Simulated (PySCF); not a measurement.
**OsNOH: relaxation and vibrations of the singlet**

Aim: relax OsNOH as a singlet from a bent start, check by its vibrations whether the end is a minimum, and collect its spectrum and constants.

The runs use PySCF 2.14.0; PBE0, basis Os def2-TZVP with ECP60, N def2-TZVP, O def2-TZVP, H def2-TZVP, scalar-relativistic core potentials, no spin–orbit coupling, density fitting.

## 1. Where the work starts

4 atoms, charge 0, spin multiplicity 1.

Bond lengths: Os1–N2 1.760 Å, Os1–O3 1.920 Å, O3–H4 0.960 Å. Angles: N2–Os1–O3 110.0°, Os1–O3–H4 130.0°.

```xyz
4
charge 0 multiplicity 1
Os    0.0317   -0.0033   -0.1490
N     1.4734   -0.0033    0.8605
O    -1.5411   -0.0033    0.9523
H    -2.0466    0.7321    1.3062
```

## 2. Relaxation: bent start, singlet

The steps below are one call of a driver around PySCF. For each, scf.py gives the equivalent set-up of the SCF; relaxations use the driver's own optimiser. Before each start the driver seeks the lowest SCF state from one or more starting densities and follows internal instabilities, so scf.py alone need not reach the same state.

The program finds C1 symmetry in the start. Threshold on the gradient: 0.0003 Eh/bohr, with a further test on the energy change.

The input, scf.py:

```python
from pyscf import gto, scf, dft
mol = gto.M(atom='''
Os     0.031678    -0.003324    -0.148981
N      1.473378    -0.003324     0.860519
O     -1.541122    -0.003324     0.952319
H     -2.046622     0.732076     1.306219''',
    basis={'Os': 'def2-TZVP', 'N': 'def2-TZVP', 'O': 'def2-TZVP', 'H': 'def2-TZVP'},
    ecp={'Os': 'def2-TZVP'},
    charge=0, spin=0)
mf = dft.RKS(mol, xc='PBE0')
mf.grids.atom_grid = (50, 194)
aux = {'Os': 'def2-universal-JKFIT', 'N': 'def2-universal-JKFIT', 'O': 'def2-universal-JKFIT', 'H': 'def2-universal-JKFIT'}
mf = mf.density_fit(auxbasis=aux)
mf.kernel()
```

The optimiser's trace:

```csv
step,energy (Eh),change (kJ/mol),largest gradient (Eh/bohr)
0,-221.068255,0.00,0.12015
1,-221.092762,-64.34,0.07683
2,-221.098181,-78.57,0.02726
3,-221.099714,-82.60,0.00925
4,-221.100293,-84.12,0.00595
5,-221.100765,-85.36,0.00406
6,-221.100825,-85.51,0.00157
7,-221.100834,-85.54,0.00021
8,-221.100834,-85.54,0.00010
```

The walk ran for 13 s (4 threads, shared host).

End point (C1, 8 steps, 85.5 kJ/mol gained): Os–N 1.607 Å, Os–O 1.869 Å, O–H 0.968 Å; H–O–Os 110.9°, N–Os–O 111.0°.

## 3. Hessian and properties

The point is checked on the finer grid, and tightened if its gradient asks for it. The Hessian and the dipole derivatives come from central differences of analytic gradients, with steps of 0.01 bohr.

scf.py: that of step 2 with these lines changed.

```diff
@@ -3,4 +3,4 @@
-Os     0.031678    -0.003324    -0.148981
-N      1.473378    -0.003324     0.860519
-O     -1.541122    -0.003324     0.952319
-H     -2.046622     0.732076     1.306219''',
+Os     0.040086     0.003449    -0.138353
+N      1.330909     0.025314     0.818526
+O     -1.533986    -0.122484     0.862441
+H     -1.782399     0.738643     1.226609''',
@@ -11 +11 @@
-mf.grids.atom_grid = (50, 194)
+mf.grids.atom_grid = (75, 302)
```

The driver hands on the density of the step before, so the log starts near convergence.

Log of the central SCF (cycles and frontier levels):

```text
init E= -221.100788113356
  HOMO = -0.235602842258271  LUMO = -0.133218025507919  gap/eV = 2.78603
cycle= 1 E= -221.100788113301  delta_E= 5.5e-11  |g|= 2.25e-05  |ddm|= 2.71e-05
  HOMO = -0.23560192299049  LUMO = -0.133217676383421  gap/eV = 2.78602
cycle= 2 E= -221.100788111943  delta_E= 1.36e-09  |g|= 8.73e-05  |ddm|= 5.55e-05
  HOMO = -0.235603872641223  LUMO = -0.133218863922941  gap/eV = 2.78604
cycle= 3 E= -221.100788113403  delta_E= -1.46e-09  |g|= 7.81e-06  |ddm|= 4.44e-05
  HOMO = -0.235603083732201  LUMO = -0.133218286298327  gap/eV = 2.78603
cycle= 4 E= -221.100788113415  delta_E= -1.17e-11  |g|= 1.4e-06  |ddm|= 7.74e-06
  HOMO = -0.23560319739189  LUMO = -0.133218388242028  gap/eV = 2.78603
Extra cycle  E= -221.100788113419  delta_E= -4.26e-12  |g|= 2.68e-06  |ddm|= 6.69e-06
converged SCF energy = -221.100788113419
```

The whole step took 39 s.

Geometry: C1; Os–N 1.607 Å, Os–O 1.870 Å, O–H 0.967 Å; H–O–Os 111.0°, N–Os–O 111.0°.

Modes, for the most abundant isotopes:

```tsv
symmetry	ω (cm⁻¹)	IR (km/mol)	μ (u)
a	280	3.4	11.47
a	432	93.0	1.12
a	700	100	10.56
a	875	138	1.09
a	1235	42.5	14.88
a	3768	89.9	1.07
```

Every mode is real; the point is a minimum.

Properties at this point:

```yaml
Dipole_moment: 2.49 D
Highest_occupied_level: -6.41 eV
Lowest_empty_level: -3.63 eV
Rotational_constants: 0.6698, 0.2451, 0.1822 cm⁻¹
Zero-point_energy: 43.6 kJ/mol
Principal_polarisabilities: 51.4, 52.7, 56.0 bohr³
Atomisation_energy_without_zero-point_energy: 1286 kJ/mol
Principal_traceless_quadrupole_moments_about_the_centre_of_mass: -6.28, -1.06, 7.34 D Å
Entropy_at_298.15_K_and_1_bar: 286.7 J/(mol K)
Heat_capacity_Cp_at_298.15_K: 52.8 J/(mol K)
Enthalpy_at_298.15_K_above_0_K: 12.31 kJ/mol
Rotational_symmetry_number: 1
```

Populations by atom (charges in e):

```json
{"atom": "Os1", "Mulliken": "0.54", "Löwdin": "0.41", "polar tensor": "0.84", "Mayer order to Os1": "–"}
{"atom": "N2", "Mulliken": "-0.28", "Löwdin": "-0.23", "polar tensor": "-0.39", "Mayer order to Os1": "2.88"}
{"atom": "O3", "Mulliken": "-0.60", "Löwdin": "-0.34", "polar tensor": "-0.74", "Mayer order to Os1": "1.05"}
{"atom": "H4", "Mulliken": "0.34", "Löwdin": "0.16", "polar tensor": "0.29", "Mayer order to Os1": "0.02"}
```

Outer orbital energies (eV). occupied: -14.56, -11.78, -11.49, -10.63, -10.42, -9.15, -6.81, -6.41; empty: -3.63, -2.18, -0.99, -0.18.

Mulliken populations on Os1 (outside its core potential): s 3.02, p 6.17, d 6.21, f 0.05.

## 4. Would spin polarisation lower it?

At the lowest minimum the closed shell is tested against spin polarisation, on the (50, 194) grid. It is unstable: an open-shell solution lies lower. That solution was not followed to a minimum here.

## 5. Summary of results

```
                            quantity                                                                  value
                             minimum         singlet, C1 (closed shell, unstable towards spin polarisation)
                            geometry  Os–N 1.607 Å, Os–O 1.870 Å, O–H 0.967 Å; H–O–Os 111.0°, N–Os–O 111.0°
                  wavenumbers (cm⁻¹)                 280 (a), 432 (a), 700 (a), 875 (a), 1235 (a), 3768 (a)
                       dipole moment                                                                 2.49 D
highest occupied, lowest empty level                                                        -6.41, -3.63 eV
          polar-tensor charge of Os1                                                                +0.84 e
                   zero-point energy                                                            43.6 kJ/mol
```

In words: The bent start ends in a minimum without symmetry. In the infrared the band at 875 cm⁻¹ (a) leads. Other starts or spin states, not run here, may lie lower. The closed shell proved unstable towards spin polarisation, so a lower open-shell solution exists. With an element this heavy the missing spin–orbit coupling can shift these numbers.

The search up to here took 58 s.
